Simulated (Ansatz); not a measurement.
A nudged elastic band was laid between two geometries of a periodic cell of 63 atoms, C$_{62}$N (host C, host structure diamond, dopant N, one C atom removed), cell charge -1.

The calculation used DFT PBE, scalar-relativistic, plane waves, PAW in Ansatz 0.2.0. Settings: PAW set soft_1, cutoff 420 eV, k mesh 2x2x2, gaussian smearing 0.05 eV, no spin polarisation.

```
movable images  : 2
climbing image  : yes
spring          : 5.0 eV/Å²
optimiser       : quadratic models (default)
start path      : default
force threshold : 0.05 eV/Å
iteration limit : 50
end points      : relaxed
```

Image 0:

```xyz
63
Lattice="7.1400 0.0000 0.0000 0.0000 7.1400 0.0000 0.0000 0.0000 7.1400" Properties=species:S:1:pos:R:3
C 3.577 0.001 -0.002
C 4.471 0.895 0.892
C 5.361 1.788 -0.007
C 6.278 2.668 0.909
C 5.361 -0.004 1.785
C 6.278 0.912 2.665
C 0.015 -0.007 -0.010
C 0.894 0.898 0.894
C 1.792 1.786 -0.001
C 2.681 2.684 0.895
C 3.586 3.563 -0.010
C 4.476 4.460 0.897
C 5.364 5.354 0.003
C 6.258 6.242 0.897
C 1.792 0.002 1.783
C 2.681 0.898 2.681
C 3.576 1.786 1.783
C 4.470 2.678 2.674
C 5.378 3.562 1.799
C 6.258 4.461 2.717
C 3.586 -0.007 3.560
C 4.476 0.900 4.457
C 5.378 1.802 3.559
C 6.257 2.720 4.458
C 5.365 0.006 5.351
C 6.258 0.900 6.239
C 0.012 3.566 0.007
C 0.910 4.440 0.909
C 1.790 5.357 -0.007
C 2.684 6.247 0.892
C -0.032 1.722 1.718
C 1.856 3.610 1.719
C 2.666 4.440 2.665
C 3.582 5.357 1.785
C 4.471 6.248 2.675
C 0.012 0.010 3.563
C 0.910 0.912 4.437
C 1.857 1.722 3.608
C 2.666 2.668 4.438
C 3.568 3.566 3.563
C 4.461 4.463 4.460
C 5.353 5.366 3.569
C 6.255 6.258 4.460
C 1.790 -0.004 5.354
C 2.684 0.894 6.244
C 3.582 1.788 5.355
C 4.471 2.678 6.245
C 5.353 3.572 5.362
C 6.255 4.463 6.255
C 0.017 5.340 1.799
C 0.901 6.248 2.675
N -0.070 3.648 3.645
C 0.858 4.461 4.458
C 1.776 5.340 3.559
C 2.678 6.242 4.457
C 0.017 1.802 5.337
C 0.901 2.678 6.245
C 1.776 3.562 5.337
C 2.678 4.460 6.239
C 3.572 5.354 5.351
C 4.469 6.249 6.246
C 0.006 5.365 5.362
C 0.900 6.247 6.244
```

Image 3:

Only the atoms that move by more than 0.05 Å are listed.
```
C20 6.182 4.528 2.637
C24 6.182 2.637 4.528
C31 0.042 1.787 1.787
C32 1.783 3.528 1.787
C38 1.783 1.787 3.528
N52 0.971 2.599 2.599
C53 0.933 4.528 4.528
```

(1) Which bonds break or form, and what moves?

(2) Give the energies along the band, and the barrier.

(3) What is the geometry of the highest image?

Results:

(1) The atom that moves furthest is N52, by 1.81 Å; four of its nearest neighbours are C24 1.48, C20 1.48, C53 1.48, C48 2.43 Å at the first end and C31 1.48, C38 1.48, C32 1.48, C16 2.43 Å at the last.

(2) It converged. The highest image is number 1 of 0 to 3, 4.24 eV above the ends, which have the same energy within 2 meV. Neighbouring images differ by up to 4.2 eV, so the band resolves the path poorly. The order of the point at the top wasn't checked. So few images can step over the top or miss a turn of the path. Limits of this set-up: coarse k mesh, no spin, though dangling bonds at a vacancy may carry it, a typed lattice constant that wasn't relaxed here, charged cell in a uniform background, uncorrected.

| image | path coordinate (Å) | energy (eV) | C20–N52 (Å) | C24–N52 (Å) | N52–C53 (Å) |
| --- | --- | --- | --- | --- | --- |
| 0 | 0.00 | 0.00 | 1.48 | 1.48 | 1.48 |
| 1 | 0.95 | 4.24 | 2.00 | 2.00 | 2.00 |
| 2 | 1.44 | 1.86 | 2.36 | 2.36 | 2.36 |
| 3 | 1.93 | 0.00 | 2.73 | 2.73 | 2.73 |

(3) 
```xyz
63
Lattice="7.1400 0.0000 0.0000 0.0000 7.1400 0.0000 0.0000 0.0000 7.1400" Properties=species:S:1:pos:R:3
C 3.570 0.006 0.004
C 4.454 0.901 0.899
C 5.348 1.786 -0.006
C 6.244 2.677 0.894
C 5.348 -0.003 1.784
C 6.244 0.896 2.675
C -0.001 0.002 0.000
C 0.880 0.921 0.919
C 1.776 1.799 0.016
C 2.655 2.696 0.919
C 3.573 3.576 0.000
C 4.459 4.467 0.884
C 5.363 5.352 -0.010
C 6.248 6.257 0.884
C 1.776 0.018 1.797
C 2.655 0.921 2.694
C 3.558 1.799 1.797
C 4.465 2.683 2.681
C 5.359 3.576 1.780
C 6.225 4.491 2.600
C 3.573 0.002 3.574
C 4.459 0.886 4.465
C 5.359 1.782 3.574
C 6.225 2.602 4.488
C 5.363 -0.008 5.350
C 6.248 0.886 6.255
C 0.005 3.570 0.001
C 0.898 4.472 0.894
C 1.789 5.368 -0.006
C 2.674 6.261 0.899
C -0.077 1.761 1.759
C 1.815 3.653 1.759
C 2.679 4.472 2.675
C 3.579 5.368 1.784
C 4.464 6.251 2.675
C 0.005 0.003 3.568
C 0.898 0.896 4.470
C 1.815 1.761 3.651
C 2.679 2.677 4.470
C 3.572 3.570 3.568
C 4.480 4.454 4.452
C 5.383 5.333 3.555
C 6.261 6.235 4.452
C 1.789 -0.003 5.366
C 2.674 0.901 6.259
C 3.579 1.786 5.366
C 4.464 2.677 6.249
C 5.383 3.557 5.330
C 6.261 4.454 6.233
C 0.000 5.356 1.780
C 0.893 6.250 2.681
N 0.449 3.127 3.125
C 0.973 4.491 4.489
C 1.794 5.356 3.574
C 2.690 6.257 4.465
C 0.000 1.782 5.354
C 0.893 2.683 6.248
C 1.794 3.576 5.354
C 2.690 4.467 6.255
C 3.584 5.352 5.350
C 4.468 6.248 6.246
C 0.018 5.333 5.331
C 0.899 6.251 6.249
```

Run time: 2.3 min on 4 threads of Arm Neoverse V2, with other jobs on the host, peak memory 2.4 GiB.
